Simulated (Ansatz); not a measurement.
Here is an Ansatz input file for CH₅BFP, SMILES FCBP. Write the same calculation for the Python package.

```yaml
crystal:
  periodic: [false, false, false]
  atoms:
    - { symbol: F, position_ang: [-0.994, 0.8377, -1.1954] }
    - { symbol: C, position_ang: [0.1258, 1.002, -0.4864] }
    - { symbol: B, position_ang: [0.6792, -0.435, -0.1765] }
    - { symbol: P, position_ang: [-0.2192, -1.6716, 0.9143] }
    - { symbol: H, position_ang: [0.8707, 1.5715, -1.0993] }
    - { symbol: H, position_ang: [-0.0743, 1.5601, 0.461] }
    - { symbol: H, position_ang: [1.8107, -0.7376, -0.5519] }
    - { symbol: H, position_ang: [-1.4808, -1.4988, 0.1503] }
    - { symbol: H, position_ang: [-0.6296, -0.6748, 1.9668] }
basis:
  gaussian: { orbitals: def2-SVP }
hamiltonian:
  xc: r2scan
  dispersion: d4
output:
  forces: true
```

On the command line:
```console
$ ansatz run input.yaml --threads 1 --pin off --max-ram 4096MiB --backend cpu --events-out ev --progress --plain --runs-dir out
Engine: ansatz 0.2.0, aarch64-unknown-linux-gnu
Functional definition: r2SCAN
  parameter k0 = 0.174
  parameter k1 = 0.065
  parameter a1 = 4.9479
  exchange = r2scan_x(k0 = k0, k1 = k1, a1 = a1)
  correlation = r2scan_c
957 factors; their error is unknown
mean field evaluation 1: about -13786.6935 eV, gradient 3.2e1 eV
mean field evaluation 2: about -13785.8235 eV, gradient 3.7e1 eV
mean field evaluation 4: about -13789.4089 eV, gradient 1.1e0 eV
mean field evaluation 8: about -13789.4199 eV, gradient 3.9e-2 eV
mean field evaluation 16: about -13789.3847 eV, gradient 2.7e-5 eV
mean field -13789.38473094 eV, -506.7505420814 hartree, gradient 2.7e-5 eV, S^2 0.000000; 0 other end points of the search recorded, 0 dependent functions left out
the calculation of the forces begins
reference -13789.38473978 eV, -506.7505424062 hartree; 20, 20 occupied and 65, 65 virtual orbitals, 957 factors
Total energy: -13789.42260886 eV, -506.7519340692 hartree
Atom 0 at    -0.994000     0.837700    -1.195400 Å, force    -2.219048    -0.064842    -1.159813 eV/Å
Atom 1 at     0.125800     1.002000    -0.486400 Å, force     2.223953     0.513373     0.665130 eV/Å
Atom 2 at     0.679200    -0.435000    -0.176500 Å, force     1.514028     0.449014     0.000644 eV/Å
Atom 3 at    -0.219200    -1.671600     0.914300 Å, force    -1.704735    -0.449582     0.983689 eV/Å
Atom 4 at     0.870700     1.571500    -1.099300 Å, force    -0.427924     0.101145     0.282668 eV/Å
Atom 5 at    -0.074300     1.560100     0.461000 Å, force     0.094560     0.012049    -0.261097 eV/Å
Atom 6 at     1.810700    -0.737600    -0.551900 Å, force    -0.415182     0.065939    -0.027998 eV/Å
Atom 7 at    -1.480800    -1.498800     0.150300 Å, force     0.681070    -0.019003     0.530647 eV/Å
Atom 8 at    -0.629600    -0.674800     1.966800 Å, force     0.253277    -0.608094    -1.013869 eV/Å
Dipole moment:     0.139517     0.270927     0.063529 e Å
```

`energy.py`
```python
'''Electronic structure of the CH5BFP molecule.'''

import ansatz as az
from ase import Atoms
import numpy as np


def main() -> None:
    atoms = Atoms(['F', 'C', 'B', 'P', 'H', 'H', 'H', 'H', 'H'], positions=[
        (-0.994, 0.8377, -1.1954),
        (0.1258, 1.002, -0.4864),
        (0.6792, -0.435, -0.1765),
        (-0.2192, -1.6716, 0.9143),
        (0.8707, 1.5715, -1.0993),
        (-0.0743, 1.5601, 0.461),
        (1.8107, -0.7376, -0.5519),
        (-1.4808, -1.4988, 0.1503),
        (-0.6296, -0.6748, 1.9668),
    ])
    molecule = az.Crystal.molecule_from_ase(atoms)

    setup = (
        molecule.calculation()
        .basis(gaussian='def2-SVP')
        .functional('r2scan', dispersion='d4')
        .forces()
    )
    trace = []
    result = setup.session().plan().execute(on_event=trace.append)
    summary = result.report
    for event in trace:
        if event['event'] == 'mean_field_evaluation' and event['data']['evaluation'] <= 25:
            print('pass {evaluation:3d}  E = {energy_ev:.6f} eV  gradient {gradient_ev:.1e}'.format(**event['data']))

    print(f'E = {summary["free_energy_ev"]:.6f} eV = {summary["free_energy_ev"] / 27.211386246:.7f} Ha')
    print('converged:', summary['converged'], ' doubts:', summary['published_state_doubts'] or 'none')

    state = summary['mean_field']['state']
    print(f'mean field: {state["energy"]["hartree"]:.7f} Ha, <S^2> = {abs(state["spin_squared"]):.4f}, stability: {state.get("stability", {}).get("kind")}')

    symbols = [site.symbol for site in molecule.cartesian_sites]
    print('forces (eV/A)')
    for symbol, f in zip(symbols, summary['forces_ev_ang']):
        print(f'  {symbol:2s} {f[0]:9.4f} {f[1]:9.4f} {f[2]:9.4f}')

    charges = summary['charge_distribution']
    print('dipole moment', round(4.803205 * float(np.linalg.norm(charges['dipole_moment_e_ang'])), 3), 'D')
    print('Mulliken:', [(s, round(q, 3)) for s, q in zip(symbols, charges['mulliken_charges_e'])])


if __name__ == '__main__':
    main()
```

```console
$ python energy.py
pass   1  E = -13786.693456 eV  gradient 3.2e+01
pass   2  E = -13785.823518 eV  gradient 3.7e+01
pass   3  E = -13789.371141 eV  gradient 3.8e+00
pass   4  E = -13789.408918 eV  gradient 1.1e+00
pass   5  E = -13789.412194 eV  gradient 3.5e-01
pass   6  E = -13789.412515 eV  gradient 1.1e-01
pass   7  E = -13789.419896 eV  gradient 1.3e-01
pass   8  E = -13789.419930 eV  gradient 3.9e-02
pass   9  E = -13789.384700 eV  gradient 1.3e-01
pass  10  E = -13789.384729 eV  gradient 2.6e-02
pass  11  E = -13789.384730 eV  gradient 2.2e-02
pass  12  E = -13789.384731 eV  gradient 2.1e-03
pass  13  E = -13789.384731 eV  gradient 2.1e-03
pass  14  E = -13789.384731 eV  gradient 5.3e-04
pass  15  E = -13789.384731 eV  gradient 1.1e-04
pass  16  E = -13789.384731 eV  gradient 2.7e-05
pass  17  E = -13789.384731 eV  gradient 2.7e-05
E = -13789.422609 eV = -506.7519341 Ha
converged: True  doubts: none
mean field: -506.7505424 Ha, <S^2> = 0.0000, stability: minimum
forces (eV/A)
  F    -2.2190   -0.0648   -1.1598
  C     2.2240    0.5134    0.6651
  B     1.5140    0.4490    0.0006
  P    -1.7047   -0.4496    0.9837
  H    -0.4279    0.1011    0.2827
  H     0.0946    0.0120   -0.2611
  H    -0.4152    0.0659   -0.0280
  H     0.6811   -0.0190    0.5306
  H     0.2533   -0.6081   -1.0139
dipole moment 1.495 D
Mulliken: [('F', -0.252), ('C', 0.224), ('B', -0.037), ('P', -0.053), ('H', 0.035), ('H', 0.037), ('H', 0.004), ('H', 0.032), ('H', 0.01)]
```

Reading the output:
- Total energies depend on the basis set; only differences at equal settings carry meaning.
- The geometry is a force-field or estimated start, not a minimum of this method, and the basis set is short of its limit.
- Early passes use coarser integrals and grids, so their energies can't be compared with the last.
- Run time: 3.8 s on 1 thread of Arm Neoverse V2 (shared host), peak memory 0.2 GiB.

(Lines on the test bed's own set-up are left out of the output.)
